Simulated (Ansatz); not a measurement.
# BrH9Si4: the cost of one run

Computed with Ansatz 0.2.0 (DFT B3LYP, Gaussian basis def2-SVP, and further levels as typed in the inputs, unless a step's input says otherwise).

## (1) The structure to begin with

Bond lengths: Si1–Si2 2.231 Å, Si2–Br3 2.254 Å, Si2–Si4 2.231 Å, Si2–Si5 2.231 Å, Si1–H6 1.470 Å, Si1–H7 1.470 Å, Si1–H8 1.470 Å, Si4–H9 1.470 Å, Si4–H10 1.470 Å, Si4–H11 1.470 Å, Si5–H12 1.470 Å, Si5–H13 1.470 Å, Si5–H14 1.470 Å. Angles (14 of 24 angles, heavy atoms first): Si1–Si2–Br3 109.6°, Si1–Si2–Si4 109.3°, Si1–Si2–Si5 109.3°, Br3–Si2–Si4 109.6°, Br3–Si2–Si5 109.6°, Si4–Si2–Si5 109.3°, Si2–Si1–H6 109.3°, Si2–Si1–H7 109.2°, Si2–Si1–H8 109.3°, Si2–Si4–H9 109.3°, Si2–Si4–H10 109.3°, Si2–Si4–H11 109.2°, Si2–Si5–H12 109.3°, Si2–Si5–H13 109.2°.

As a file:

```xyz
14

Si   -1.5563   -1.4130   -0.1498
Si   -0.0215    0.0292    0.5859
Br   -0.1041    0.1411    2.8358
Si    2.0020   -0.6556   -0.0569
Si   -0.4278    2.0443   -0.2805
H    -1.2844   -2.7423    0.4164
H    -1.4937   -1.4782   -1.6172
H    -2.8902   -0.9580    0.2687
H     3.0126    0.2984    0.4228
H     2.2668   -1.9864    0.5091
H     2.0447   -0.7250   -1.5249
H    -1.7640    2.4925    0.1382
H    -0.3716    1.9598   -1.7472
H     0.5875    2.9930    0.1996
```

## (2) Relaxing the atoms: BrH9Si4

File input.yaml:

```yaml
relax:
  f_tol: 0.001
  max_steps: 200
crystal:
  periodic: [false, false, false]
  atoms:
    - { symbol: Si, position_ang: [-1.5563, -1.413, -0.1498] }
    - { symbol: Si, position_ang: [-0.0215, 0.0292, 0.5859] }
    - { symbol: Br, position_ang: [-0.1041, 0.1411, 2.8358] }
    - { symbol: Si, position_ang: [2.002, -0.6556, -0.0569] }
    - { symbol: Si, position_ang: [-0.4278, 2.0443, -0.2805] }
    - { symbol: H, position_ang: [-1.2844, -2.7423, 0.4164] }
    - { symbol: H, position_ang: [-1.4937, -1.4782, -1.6172] }
    - { symbol: H, position_ang: [-2.8902, -0.958, 0.2687] }
    - { symbol: H, position_ang: [3.0126, 0.2984, 0.4228] }
    - { symbol: H, position_ang: [2.2668, -1.9864, 0.5091] }
    - { symbol: H, position_ang: [2.0447, -0.725, -1.5249] }
    - { symbol: H, position_ang: [-1.764, 2.4925, 0.1382] }
    - { symbol: H, position_ang: [-0.3716, 1.9598, -1.7472] }
    - { symbol: H, position_ang: [0.5875, 2.993, 0.1996] }
basis:
  gaussian: { orbitals: def2-SVP }
hamiltonian:
  xc: { name: B3LYP }
```

Started as:

```bash
> ansatz run input.yaml --threads 6 --pin off --max-ram 8192MiB --backend cpu --events-out ev --progress --plain --runs-dir out
```

What time and memory should one allow on 6 threads of Arm Neoverse N1, shared host?

About 49 s, with a peak of 0.46 GiB.
